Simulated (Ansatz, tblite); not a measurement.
**The cluster Si9+: a ladder of methods and basis sets**

How do method and basis change the picture of the cluster Si9+ (doublet)?

Method: as each input shows; program: Ansatz 0.2.0, Gaussian basis.

The runs, in order: GFN1-xTB, GFN2-xTB, PBE-D4/def2-TZVP, r2SCAN-D4/def2-TZVP, HF/def2-TZVP, r2SCAN0-D4/def2-TZVP, PBE-D4/def2-SVP, PBE0-D4/def2-SVP, HF/STO-3G, CCSD(T)/def2-SVP.

2 further runs of the same task are left out: 2 set aside as unsound or not needed. Runs told in other sessions of the task aren't counted.

**1. The geometry**

The geometry is that of the doublet, from an earlier relaxation (PBE-D4/def2-SVP). At that level it is the lowest of the isomers that a small search found.

9 atoms, charge 1, spin multiplicity 2.

Bond lengths: Si1–Si3 2.584 Å, Si1–Si7 2.550 Å, Si1–Si9 2.407 Å, Si2–Si5 2.387 Å, Si2–Si9 2.320 Å, Si3–Si4 2.496 Å, Si3–Si6 2.477 Å, Si3–Si7 2.514 Å, Si4–Si5 2.452 Å, Si4–Si7 2.359 Å, Si4–Si8 2.578 Å, Si4–Si9 2.516 Å, Si5–Si8 2.415 Å, Si5–Si9 2.489 Å, Si6–Si8 2.541 Å, Si6–Si9 2.561 Å. Angles: Si3–Si1–Si7 58.6°, Si3–Si1–Si9 104.2°, Si7–Si1–Si9 107.9°, Si5–Si2–Si9 63.8°, Si1–Si3–Si4 62.9°, Si1–Si3–Si6 62.5°, Si1–Si3–Si7 60.0°, Si4–Si3–Si6 67.9°, Si4–Si3–Si7 56.2°, Si6–Si3–Si7 112.3° and more.

As a file:

```
Si    0.79395    1.16278    1.62350
Si   -0.60130   -3.28126    0.94591
Si   -0.13000    2.28141   -0.51465
Si    0.92517    0.03437   -0.77249
Si   -0.79708   -1.70983   -0.84033
Si   -1.49198    0.48777    0.51590
Si    2.33787    1.85926   -0.28271
Si   -1.31368    0.33627   -2.01453
Si    0.27705   -1.17076    1.33940
```

The ion is computed in the gas phase, without counter-ions or solvent.

PBE0-D4/def2-TZVP was run before; its log isn't repeated, and its numbers join the tables.

**2. GFN1-xTB**

Tight binding, by tblite at 300 K electronic temperature and without a spin-polarisation term:

```python
tblite.interface.Calculator('GFN1-xTB', numbers, positions, charge=1, uhf=1).singlepoint()
```

Energy -427.1373 eV; 0.016 s.

**3. GFN2-xTB**

Tight binding, by tblite at 300 K electronic temperature and without a spin-polarisation term:

```python
tblite.interface.Calculator('GFN2-xTB', numbers, positions, charge=1, uhf=1).singlepoint()
```

Energy -400.6711 eV; 0.03 s.

**4. PBE-D4/def2-TZVP**

start.molden holds the orbitals of an earlier run on this state, given as this run's starting guess.

File in.yaml:

```yaml
crystal:
  periodic: [false, false, false]
  atoms:
    - {symbol: Si, position_ang: [0.793948, 1.162777, 1.623502]}
    - {symbol: Si, position_ang: [-0.601297, -3.281264, 0.945907]}
    - {symbol: Si, position_ang: [-0.129999, 2.281414, -0.514654]}
    - {symbol: Si, position_ang: [0.925170, 0.034369, -0.772494]}
    - {symbol: Si, position_ang: [-0.797079, -1.709833, -0.840334]}
    - {symbol: Si, position_ang: [-1.491979, 0.487770, 0.515904]}
    - {symbol: Si, position_ang: [2.337866, 1.859265, -0.282707]}
    - {symbol: Si, position_ang: [-1.313680, 0.336267, -2.014527]}
    - {symbol: Si, position_ang: [0.277050, -1.170756, 1.339401]}
basis:
  gaussian: {orbitals: def2-TZVP, initial_orbitals: start.molden}
total_charge: 1
magnetization: {spin_polarized: true, initial_magnetization: 1}
hamiltonian: {xc: pbe, dispersion: d4}
scf: {omitted_lower_state_checks: [starts]}
output: {orbitals: {seedname: orbitals}}
```

Command:

```sh
ansatz run in.yaml --threads 4 --pin off --events-out ev --progress --plain --max-ram 6963MiB
```

Output:

```text
Functional definition: PBE
  name "PBE"
  cite "Perdew, Burke & Ernzerhof, Phys. Rev. Lett. 77, 3865 (1996) doi:10.1103/PhysRevLett.77.3865"
  parent pbe
  parameter kappa = 0.804
  parameter beta = 0.06672455060314922
  exchange = pbe_x(kappa = kappa, mu = beta*pi^2/3)
  correlation = pbe_c(beta = beta)
these checks for a lower state are left out or cut short: starts
2268 factors; their error is unknown
mean field evaluation 1: about -70856.4760 eV, gradient 1.3e1 eV
mean field evaluation 2: about -70856.6934 eV, gradient 3.5e-1 eV
mean field evaluation 4: about -70856.6541 eV, gradient 4.0e-2 eV
mean field evaluation 8: about -70856.6541 eV, gradient 1.7e-5 eV
mean field -70856.65414606 eV, -2603.9340115027 hartree, gradient 1.7e-5 eV, S^2 0.761012; 0 other end points of the search recorded, 0 dependent functions left out
reference -70856.65418799 eV, -2603.9340130433 hartree; 63, 62 occupied and 270, 271 virtual orbitals, 2268 factors
Total energy: -70857.58412640 eV, -2603.9681876498 hartree
Checks for a lower state left out: starts
```

Wall time 15 s (4 threads of Arm Neoverse V2, shared host); peak memory 0.97 GiB.

HOMO -9.07 eV, LUMO -8.54 eV (over both spins); ⟨S²⟩ 0.761 (pure: 0.75).

**5. r2SCAN-D4/def2-TZVP**

in.yaml, as its differences from that of step 4:

```diff
@@ -16,3 +16,3 @@
 magnetization: {spin_polarized: true, initial_magnetization: 1}
-hamiltonian: {xc: pbe, dispersion: d4}
+hamiltonian: {xc: r2scan, dispersion: d4}
 scf: {omitted_lower_state_checks: [starts]}
```

Launched as before.

Output, cut to the lines that bear on the results:

```text
Functional definition: r2SCAN
  name "r2SCAN"
  cite "Furness, Kaplan, Ning, Perdew & Sun, J. Phys. Chem. Lett. 11, 8208 (2020) doi:10.1021/acs.jpclett.0c02405"
  cite "Furness, Kaplan, Ning, Perdew & Sun, J. Phys. Chem. Lett. 11, 9248 (2020) doi:10.1021/acs.jpclett.0c03077"
  parent r2scan
[...]
2268 factors; their error is unknown
[...]
mean field -70885.03465851 eV, -2604.9769760979 hartree, gradient 6.5e-6 eV, S^2 0.793587; 0 other end points of the search recorded, 0 dependent functions left out
reference -70885.03467718 eV, -2604.9769767842 hartree; 63, 62 occupied and 270, 271 virtual orbitals, 2268 factors
Total energy: -70885.22949511 eV, -2604.9841362110 hartree
Checks for a lower state left out: starts
```

Wall time 1.7 min (4 threads of Arm Neoverse V2, shared host); peak memory 2.1 GiB.

HOMO -9.30 eV, LUMO -8.46 eV (over both spins); ⟨S²⟩ 0.794 (pure: 0.75).

**6. HF/def2-TZVP**

in.yaml, as its differences from that of step 5:

```diff
@@ -16,3 +16,3 @@
 magnetization: {spin_polarized: true, initial_magnetization: 1}
-hamiltonian: {xc: r2scan, dispersion: d4}
+hamiltonian: {xc: hf}
 scf: {omitted_lower_state_checks: [starts]}
```

The command is unchanged.

Output:

```text
Functional definition: HF
  name "HF"
  cite "Fock, Z. Phys. 61, 126 (1930) doi:10.1007/BF01340294"
  parent pbe
  exchange = exact_x
  correlation = 0
these checks for a lower state are left out or cut short: starts
2772 factors; their error is unknown
mean field evaluation 1: about -70746.7111 eV, gradient 3.6e1 eV
mean field evaluation 2: about -70748.2518 eV, gradient 2.0e0 eV
mean field evaluation 4: about -70748.6591 eV, gradient 5.8e-1 eV
mean field evaluation 8: about -70749.9916 eV, gradient 5.2e-4 eV
mean field -70749.99161649 eV, -2600.0142358394 hartree, gradient 2.3e-5 eV, S^2 1.742472; 0 other end points of the search recorded, 0 dependent functions left out
reference -70749.99161649 eV, -2600.0142358394 hartree; 63, 62 occupied and 270, 271 virtual orbitals, 2772 factors
Total energy: -70749.99161649 eV, -2600.0142358394 hartree
Checks for a lower state left out: starts
```

Wall time 2.5 min (4 threads of Arm Neoverse V2, shared host); peak memory 2.3 GiB.

From the report: HOMO -11.35 eV, LUMO -4.87 eV (over both spins); ⟨S²⟩ 1.742 (pure: 0.75). Doubts: spin contamination.

**7. r2SCAN0-D4/def2-TZVP**

in.yaml, as its differences from that of step 6:

```diff
@@ -16,3 +16,3 @@
 magnetization: {spin_polarized: true, initial_magnetization: 1}
-hamiltonian: {xc: hf}
+hamiltonian: {xc: {name: r2SCAN0}, dispersion: d4}
 scf: {omitted_lower_state_checks: [starts]}
```

Launched as before.

Output, cut to the lines that bear on the results:

```text
Functional definition: r2SCAN0
  name "r2SCAN0"
  cite "Bursch, Neugebauer, Ehlert & Grimme, J. Chem. Phys. 156, 134105 (2022) doi:10.1063/5.0086040"
  cite "Furness, Kaplan, Ning, Perdew & Sun, J. Phys. Chem. Lett. 11, 8208 (2020) doi:10.1021/acs.jpclett.0c02405"
  cite "Furness, Kaplan, Ning, Perdew & Sun, J. Phys. Chem. Lett. 11, 9248 (2020) doi:10.1021/acs.jpclett.0c03077"
  parent r2scan
[...]
2412 factors; their error is unknown
[...]
mean field -70883.43895302 eV, -2604.9183350028 hartree, gradient 1.8e-5 eV, S^2 0.985102; 0 other end points of the search recorded, 0 dependent functions left out
reference -70883.43896761 eV, -2604.9183355391 hartree; 63, 62 occupied and 270, 271 virtual orbitals, 2412 factors
Total energy: -70883.69476160 eV, -2604.9277357947 hartree
Checks for a lower state left out: starts
```

Wall time 3.6 min (4 threads of Arm Neoverse V2, shared host); peak memory 2.6 GiB.

HOMO -9.92 eV, LUMO -7.83 eV (over both spins); ⟨S²⟩ 0.985 (pure: 0.75). Doubts: spin contamination.

**8. PBE-D4/def2-SVP**

in.yaml, as its differences from that of step 7:

```diff
@@ -13,6 +13,6 @@
 basis:
-  gaussian: {orbitals: def2-TZVP, initial_orbitals: start.molden}
+  gaussian: {orbitals: def2-SVP, initial_orbitals: start.molden}
 total_charge: 1
 magnetization: {spin_polarized: true, initial_magnetization: 1}
-hamiltonian: {xc: {name: r2SCAN0}, dispersion: d4}
+hamiltonian: {xc: pbe, dispersion: d4}
 scf: {omitted_lower_state_checks: [starts]}
```

The command is unchanged.

Output:

```text
Functional definition: PBE
  name "PBE"
  cite "Perdew, Burke & Ernzerhof, Phys. Rev. Lett. 77, 3865 (1996) doi:10.1103/PhysRevLett.77.3865"
  parent pbe
  parameter kappa = 0.804
  parameter beta = 0.06672455060314922
  exchange = pbe_x(kappa = kappa, mu = beta*pi^2/3)
  correlation = pbe_c(beta = beta)
these checks for a lower state are left out or cut short: starts
1764 factors; their error is unknown
mean field evaluation 1: about -70831.6968 eV, gradient 7.2e0 eV
mean field evaluation 2: about -70831.9674 eV, gradient 3.1e-1 eV
mean field evaluation 4: about -70831.7251 eV, gradient 7.6e-2 eV
mean field evaluation 8: about -70831.7252 eV, gradient 2.2e-5 eV
mean field -70831.72518338 eV, -2603.0178890214 hartree, gradient 2.2e-5 eV, S^2 0.760232; 0 other end points of the search recorded, 0 dependent functions left out
reference -70831.72522318 eV, -2603.0178904840 hartree; 63, 62 occupied and 99, 100 virtual orbitals, 1764 factors
Total energy: -70832.65516159 eV, -2603.0520650904 hartree
Checks for a lower state left out: starts
```

Wall time 6 s (4 threads of Arm Neoverse V2, shared host).

Report: HOMO -9.25 eV, LUMO -8.73 eV (over both spins); ⟨S²⟩ 0.760 (pure: 0.75).

**9. PBE0-D4/def2-SVP**

in.yaml, as its differences from that of step 8:

```diff
@@ -16,3 +16,3 @@
 magnetization: {spin_polarized: true, initial_magnetization: 1}
-hamiltonian: {xc: pbe, dispersion: d4}
+hamiltonian: {xc: pbe0, dispersion: d4}
 scf: {omitted_lower_state_checks: [starts]}
```

Same command.

Output:

```text
Functional definition: PBE0
  name "PBE0"
  cite "Adamo & Barone, J. Chem. Phys. 110, 6158 (1999) doi:10.1063/1.478522"
  cite "Perdew, Burke & Ernzerhof, Phys. Rev. Lett. 77, 3865 (1996) doi:10.1103/PhysRevLett.77.3865"
  parent pbe
  parameter a = 0.25
  parameter kappa = 0.804
  parameter beta = 0.06672455060314922
  exchange = (1 - a)*pbe_x(kappa = kappa, mu = beta*pi^2/3) + a*exact_x
  correlation = pbe_c(beta = beta)
these checks for a lower state are left out or cut short: starts
1494 factors; integrals over basis functions are off by at most 7.3e-4 eV
mean field evaluation 1: about -70836.8511 eV, gradient 4.3e0 eV
mean field evaluation 2: about -70837.0247 eV, gradient 1.5e-1 eV
mean field evaluation 4: about -70837.0251 eV, gradient 1.5e-3 eV
mean field -70837.02511466 eV, -2603.2126579035 hartree, gradient 1.2e-5 eV, S^2 0.790419; 0 other end points of the search recorded, 0 dependent functions left out
reference -70837.02514478 eV, -2603.2126590105 hartree; 63, 62 occupied and 99, 100 virtual orbitals, 1494 factors
Total energy: -70837.83515795 eV, -2603.2424264454 hartree
Checks for a lower state left out: starts
```

Wall time 11 s (4 threads of Arm Neoverse V2, shared host); peak memory 0.81 GiB.

Report: HOMO -9.95 eV, LUMO -8.13 eV (over both spins); ⟨S²⟩ 0.790 (pure: 0.75).

**10. HF/STO-3G**

in.yaml, as its differences from that of step 9:

```diff
@@ -13,6 +13,6 @@
 basis:
-  gaussian: {orbitals: def2-SVP, initial_orbitals: start.molden}
+  gaussian: {orbitals: STO-3G}
 total_charge: 1
 magnetization: {spin_polarized: true, initial_magnetization: 1}
-hamiltonian: {xc: pbe0, dispersion: d4}
+hamiltonian: {xc: hf}
 scf: {omitted_lower_state_checks: [starts]}
```

Launched as before.

Output:

```text
Functional definition: HF
  name "HF"
  cite "Fock, Z. Phys. 61, 126 (1930) doi:10.1007/BF01340294"
  parent pbe
  exchange = exact_x
  correlation = 0
these checks for a lower state are left out or cut short: starts
901 factors; integrals over basis functions are off by at most 3.7e-5 eV
mean field evaluation 1: about -69931.5761 eV, gradient 1.0e1 eV
mean field evaluation 2: about -69931.7186 eV, gradient 1.0e1 eV
mean field evaluation 4: about -69933.1132 eV, gradient 2.2e0 eV
mean field evaluation 8: about -69933.3038 eV, gradient 3.1e-1 eV
mean field evaluation 16: about -69933.4415 eV, gradient 1.6e0 eV
mean field -69933.82148188 eV, -2570.0205366123 hartree, gradient 1.7e-5 eV, S^2 1.848334; 0 other end points of the search recorded, 0 dependent functions left out
reference -69933.82148188 eV, -2570.0205366123 hartree; 63, 62 occupied and 18, 19 virtual orbitals, 901 factors
Total energy: -69933.82148188 eV, -2570.0205366123 hartree
Checks for a lower state left out: starts
```

Run time: 2.1 s. Hardware: 4 threads of Arm Neoverse V2, shared host.

HOMO -7.70 eV, LUMO -0.61 eV (over both spins); ⟨S²⟩ 1.848 (pure: 0.75). Doubts: spin contamination.

**11. CCSD(T)/def2-SVP**

in.yaml, as its differences from that of step 10:

```diff
@@ -13,7 +13,7 @@
 basis:
-  gaussian: {orbitals: STO-3G}
+  gaussian: {orbitals: def2-SVP, initial_orbitals: start.molden}
 total_charge: 1
 magnetization: {spin_polarized: true, initial_magnetization: 1}
-hamiltonian: {xc: hf}
-scf: {omitted_lower_state_checks: [starts]}
+correlation: {method: ccsd_t}
+scf: {omitted_lower_state_checks: [starts, cluster_reference]}
 output: {orbitals: {seedname: orbitals}}
```

The command is unchanged.

Output, cut to the lines that bear on the results:

```text
Functional definition: HF
  name "HF"
  cite "Fock, Z. Phys. 61, 126 (1930) doi:10.1007/BF01340294"
  parent pbe
[...]
1494 factors; integrals over basis functions are off by at most 7.3e-4 eV
[...]
mean field -70724.97418427 eV, -2599.0948621625 hartree, gradient 3.2e-6 eV, S^2 1.731982; 0 other end points of the search recorded, 0 dependent functions left out
45 core orbitals not correlated: weight in the atoms' cores, before any rotation towards them, 1.000 or more for the frozen orbitals, at most 0.000 for the correlated occupied ones
reference -70724.97418427 eV, -2599.0948621625 hartree; 18, 17 occupied and 99, 100 virtual orbitals, 1494 factors
second order -23.20210675 eV of doubles, -0.00000000 eV of singles
cycle   1  -21.51254319 eV  change     1.7e0 eV  update   3.1e-1
[...]
cycle  21  -23.59419956 eV  change   -4.1e-6 eV  update   1.6e-5
perturbative correction -2.30281159 eV, -0.0846267649 hartree
Total energy: -70750.87119542 eV, -2600.0465597686 hartree
Checks for a lower state left out: starts, cluster_reference
```

It took 76 s on 4 threads of Arm Neoverse V2, shared host; peak memory 2.1 GiB.

Hartree-Fock HOMO -11.48 eV, LUMO -5.08 eV (over both spins); ⟨S²⟩ 1.732 (pure: 0.75); T1 0.058. Doubts: large T1 diagnostic, spin contamination.

**12. Levels side by side**

| level | functions | HOMO (eV) | LUMO (eV) | gap (eV) | ⟨S²⟩ | time |
| --- | --- | --- | --- | --- | --- | --- |
| HF/STO-3G | 81 | -7.70 | -0.61 | 7.09 | 1.848 | 2.1 s |
| HF/def2-TZVP | 333 | -11.35 | -4.87 | 6.49 | 1.742 | 2.5 min |
| PBE-D4/def2-SVP | 162 | -9.25 | -8.73 | 0.52 | 0.760 | 6 s |
| PBE-D4/def2-TZVP | 333 | -9.07 | -8.54 | 0.53 | 0.761 | 15 s |
| r2SCAN-D4/def2-TZVP | 333 | -9.30 | -8.46 | 0.83 | 0.794 | 1.7 min |
| PBE0-D4/def2-SVP | 162 | -9.95 | -8.13 | 1.82 | 0.790 | 11 s |
| PBE0-D4/def2-TZVP | 333 | -9.76 | -7.91 | 1.85 | 0.796 | 2.2 min |
| r2SCAN0-D4/def2-TZVP | 333 | -9.92 | -7.83 | 2.09 | 0.985 | 3.6 min |

The pieces so far (eV):

| basis | HF | MP2 correlation | CCSD correlation | (T) | total |
| --- | --- | --- | --- | --- | --- |
| def2-SVP | -70724.9742 | -23.2021 | -23.5942 | -2.3028 | -70750.8712 |

**13. Results**

| quantity | value |
| --- | --- |
| gap in def2-TZVP, named functionals and Hartree-Fock, smallest and largest | 0.53 eV (PBE-D4), 6.49 eV (HF) |
| correlation energy, CCSD(T)/def2-SVP | -25.90 eV |
| ⟨S²⟩ in def2-TZVP, named functionals and Hartree-Fock, smallest and largest | 0.761, 1.742 |
| PBE0 total energy, smallest basis above largest | 24.83 eV (def2-SVP, def2-TZVP) |

In words: Orbital gaps of the named functionals and Hartree-Fock in def2-TZVP span 0.53 eV (PBE-D4) to 6.49 eV (HF); exact exchange widens it. Over the named functionals and Hartree-Fock in def2-TZVP spin contamination reaches 0.99 (HF), so some levels may describe another state. Notes on CCSD(T)/def2-SVP: large T1 diagnostic, spin contamination.

The slowest run with a step of its own, r2SCAN0-D4/def2-TZVP, took 3.6 min; the quickest functional in def2-TZVP took 15 s (shared host).
